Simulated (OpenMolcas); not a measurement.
**Os³⁺ among point charges: CASSCF and CASPT2 levels and susceptibility**

How does a field of 6 point charges split the states of Os³⁺, and what χT follows?

Program: OpenMolcas 26.06. Level of theory: state-averaged CASSCF and CASPT2, spin-orbit coupling by RASSI with atomic mean-field integrals. These are calculated values, not measurements, unless marked.

## (1) What is computed

| Quantity | Value |
| --- | --- |
| Species | Os³⁺ (osmium, Z = 76, 73 electrons) |
| Basis | ANO-RCC-VDZP [7s6p4d2f1g], 68 functions |
| Scalar Hamiltonian | DKH2, point nucleus |
| Inactive shells | 1s 2s 2p 3s 3p 3d 4s 4p 4d 4f 5s 5p |
| Active space | 5 electrons in 5 orbitals (5d) |
| Some configurations of this space | 5d⁵ |
| Orbitals | optimised for each spin and parity, averaged over all roots |

The outer shells:

5d5
```
5d [↑ ][↑ ][↑ ][↑ ][↑ ]
```

The ion sits among 6 point charges of -1 e arranged as an octahedron (Oh), 1.8 Å from the ion.

Each step is its own input file, run in one work folder so that later steps find the files of earlier ones. Labels, J, g values, rates, χT and fits are worked out afterwards by a script from the matrices that RASSI stores. The input lists half of the charges; inversion (Group=XYZ) makes the rest.

## (2) One- and two-electron integrals

File a.inp:

```
&GATEWAY
Coord
1

Os 0.0 0.0 0.0
Basis=ANO-RCC-VDZP
Group=XYZ
NoMove
AngMom=0.0 0.0 0.0
AMFI
XField
3 Angstrom 0
1.800000 0.000000 0.000000 -1.000000
0.000000 1.800000 0.000000 -1.000000
0.000000 0.000000 1.800000 -1.000000
&SEWARD
```

Launch:

```sh
$ OMP_NUM_THREADS=1 MOLCAS_MEM=1689 MOLCAS_PROJECT=a pymolcas a.inp > a.log
```

## (3) CASSCF: sextets of even parity, 1 root

File a.inp:

```
&RASSCF
FileOrb=start.orb
Symmetry=1
Spin=6
nActEl=5 0 0
Inactive=15 19
Ras2=5 0
CIRoot=1 1 1
SDav=1
CIMx=300
Iter=120 100
PrWF=0.3
OrbListing=Nothing
MaxOrb=0
>>> COPY $Project.JobIph JOB001
```

start.orb holds the contracted functions of the basis, ordered by shell, or the orbitals of the step before.

## (4) CASSCF: quartets of even parity, 24 roots

File a.inp:

```
&RASSCF
FileOrb=start.orb
Symmetry=1
Spin=4
nActEl=5 0 0
Inactive=15 19
Ras2=5 0
CIRoot=24 24 1
SDav=24
CIMx=300
Iter=120 100
PrWF=0.3
OrbListing=Nothing
MaxOrb=0
>>> COPY $Project.JobIph JOB002
```

## (5) CASSCF: doublets of even parity, 75 roots

File a.inp:

```
&RASSCF
FileOrb=start.orb
Symmetry=1
Spin=2
nActEl=5 0 0
Inactive=15 19
Ras2=5 0
CIRoot=75 75 1
SDav=75
CIMx=300
Iter=120 100
PrWF=0.3
OrbListing=Nothing
MaxOrb=0
>>> COPY $Project.JobIph JOB003
```

## (6) State interaction with spin-orbit coupling

File a.inp:

```
&RASSI
NrOfJobIphs=3 1 24 75
1
1 2 3 4 5 6 7 8 9 10 11 12 13 14 15 16 17 18 19 20 21 22 23 24
1 2 3 4 5 6 7 8 9 10 11 12 13 14 15 16 17 18 19 20 21 22 23 24 25 26 27
28 29 30 31 32 33 34 35 36 37 38 39 40 41 42 43 44 45 46 47 48 49 50 51
52 53 54 55 56 57 58 59 60 61 62 63 64 65 66 67 68 69 70 71 72 73 74 75
IphNames
JOB001
JOB002
JOB003
EJob
SpinOrbit
DIPRint=1.0
SOCoupling=1000.0
Subsets=2
Property=9
'ANGMOM' 1 'ANGMOM' 2 'ANGMOM' 3 'MLTPL  1' 1 'MLTPL  1' 2 'MLTPL  1' 3
'AMFI' 1 'AMFI' 2 'AMFI' 3
SOProperty=3
'ANGMOM' 1 'ANGMOM' 2 'ANGMOM' 3
```

## (7) CASPT2: IPEA 0.25, imaginary shift 0.1 (closed shells correlated: 5s 5p)

File a.inp:

```
>>> COPY JOB001 $Project.JobIph
&CASPT2
Multistate=1 1
Frozen=14 16
IPEA=0.25
Imaginary=0.1
MaxIter=60
WThr=0.0 0.3 0.05
PrWF=0.5
NoMix
>>> COPY JOB002 $Project.JobIph
&CASPT2
Multistate=24 1 2 3 4 5 6 7 8 9 10 11 12 13 14 15 16 17 18 19 20 21 22
23 24
NoMult
Frozen=14 16
IPEA=0.25
Imaginary=0.1
MaxIter=60
WThr=0.0 0.3 0.05
PrWF=0.5
NoMix
>>> COPY JOB003 $Project.JobIph
&CASPT2
Multistate=75 1 2 3 4 5 6 7 8 9 10 11 12 13 14 15 16 17 18 19 20 21 22
23 24 25 26 27 28 29 30 31 32 33 34 35 36 37 38 39 40 41 42 43 44 45 46
47 48 49 50 51 52 53 54 55 56 57 58 59 60 61 62 63 64 65 66 67 68 69 70
71 72 73 74 75
NoMult
Frozen=14 16
IPEA=0.25
Imaginary=0.1
MaxIter=60
WThr=0.0 0.3 0.05
PrWF=0.5
NoMix
```

(Steps that only read results are left out.)

Q: Predict the outcome of this session. Wanted: spin-free ground state; lowest level; next level.

**Answer**, as computed:

| quantity | value |
| --- | --- |
| method | SS-CASPT2, IPEA 0.25, imaginary shift 0.1 (closed shells correlated: 5s 5p) |
| spin-free ground state | 6A1, 1-fold in its orbital part |
| lowest level | 2-fold Γ7, g = 3.09, 3.09, 3.09 |
| next level | 474.0 cm⁻¹ |
| χT at 300 K | 3.05 cm³ K/mol |
| effective moment at 300 K | 4.94 μB |

Cost by method:

```
                                              method  time of its own steps  time with the reference
                                           A. CASSCF                   26 s                     26 s
B. SS-CASPT2, IPEA 0.25, imaginary shift 0.1, +5s 5p                  9.3 s                     35 s
```

Times are of one thread on a shared host.

**Reading.** The spin-free ground state (6A1) comes to 100 % from free-ion S terms and keeps the highest spin of the shell. χT at 300 K is 3.05, against 4.39 cm³ K/mol for the spin alone, so spin-orbit coupling lowers it. An active space of the d shell alone favours high spin; real ions in strong fields can be low spin. A ligand-field fit to the states below 45000 cm-1 gives 10Dq = 11331 cm-1, B = 678 cm-1 and C = 3160 cm-1 (C/B = 4.66), with a deviation of 419 cm-1. CASPT2 does not keep the components of a term degenerate, and the means are used. The field of point charges can differ much from that of real complexes. With metal d orbitals alone active, the gaps between spin states are rough; where two lie within a few thousand cm-1, their order is open. Point charges carry no covalency, so the field is a model and not that of real ligands.
